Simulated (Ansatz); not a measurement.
**CH6OSSi2: small, medium and large basis sets**

The task here is to estimate one member of a computed series from the others.

Method: one geometry, several basis sets; program: Ansatz 0.2.0, Gaussian basis.

Levels to be run: PBE0-D4/def2-SVP; ωB97M-V/def2-SVP; PBE0-D4/def2-QZVPP; ωB97M-V/def2-QZVPP; the functionals' def2-TZVPP values are taken from earlier runs.

## Structure used throughout

An earlier PBE0-D4 in a triple-zeta def2 set relaxation fixed the geometry.

SMILES `C1O[SiH2][SiH2]S1`, 11 atoms, charge 0, spin multiplicity 1.

Atoms are counted from 1 here; the program's logs count them from 0.

Bond lengths: C1–O2 1.392 Å, C1–S5 1.848 Å, C1–H6 1.094 Å, C1–H7 1.091 Å, O2–Si3 1.663 Å, Si3–Si4 2.344 Å, Si3–H8 1.482 Å, Si3–H9 1.489 Å, Si4–S5 2.139 Å, Si4–H10 1.488 Å, Si4–H11 1.484 Å. Angles: O2–C1–S5 114.3°, O2–C1–H6 111.3°, O2–C1–H7 108.9°, S5–C1–H6 108.2°, S5–C1–H7 104.7°, H6–C1–H7 109.2°, C1–O2–Si3 119.9°, O2–Si3–Si4 97.9°, O2–Si3–H8 107.8°, O2–Si3–H9 110.7°, Si4–Si3–H8 117.3°, Si4–Si3–H9 113.2°, H8–Si3–H9 109.1°, Si3–Si4–S5 93.1°, Si3–Si4–H10 114.7°, Si3–Si4–H11 116.7°, S5–Si4–H10 114.0°, S5–Si4–H11 108.9° and more.

Set-up of the first run:

in.yaml

```yaml
crystal:
  periodic: [false, false, false]
  atoms:
    - {symbol: C, position_ang: [-0.806082, 1.406237, 0.194877]}
    - {symbol: O, position_ang: [-0.902661, 0.363460, 1.111786]}
    - {symbol: Si, position_ang: [0.172306, -0.903888, 1.042388]}
    - {symbol: Si, position_ang: [0.705791, -0.749070, -1.235045]}
    - {symbol: S, position_ang: [-0.662701, 0.860820, -1.565291]}
    - {symbol: H, position_ang: [0.043952, 2.056475, 0.421191]}
    - {symbol: H, position_ang: [-1.725440, 1.992344, 0.229517]}
    - {symbol: H, position_ang: [-0.536584, -2.124623, 1.494037]}
    - {symbol: H, position_ang: [1.336940, -0.657149, 1.937025]}
    - {symbol: H, position_ang: [2.125537, -0.404674, -1.519526]}
    - {symbol: H, position_ang: [0.314442, -1.896932, -2.090558]}
basis:
  gaussian: {orbitals: def2-SVP}
hamiltonian: {xc: pbe0, dispersion: d4}
output: {orbitals: {seedname: orbitals}}
```

Run with:

```sh
$ ansatz run in.yaml --threads 4 --pin off --events-out ev --progress --plain --max-ram 10444MiB
```

Steps of the session up to this table: PBE0-D4 in def2-SVP; ωB97M-V in def2-SVP; PBE0-D4 in def2-QZVPP; ωB97M-V in def2-QZVPP.

One table of the session follows, with a row left open; its other results are not shown here.

It belongs to the step «Functionals by basis». 

| functional | basis | HOMO (eV) |
| --- | --- | --- |
| PBE0-D4 | def2-SVP | -7.07 |
| PBE0-D4 | def2-TZVPP | -7.13 |
| PBE0-D4 | def2-QZVPP | ? |
| ωB97M-V | def2-SVP | -9.22 |
| ωB97M-V | def2-TZVPP | -9.31 |
| ωB97M-V | def2-QZVPP | -9.34 |

Estimate the missing values for PBE0-D4, def2-QZVPP.

As computed: HOMO (eV): -7.16. In the column «HOMO (eV)» it lies between ωB97M-V, def2-SVP (-9.22) and PBE0-D4, def2-TZVPP (-7.13).
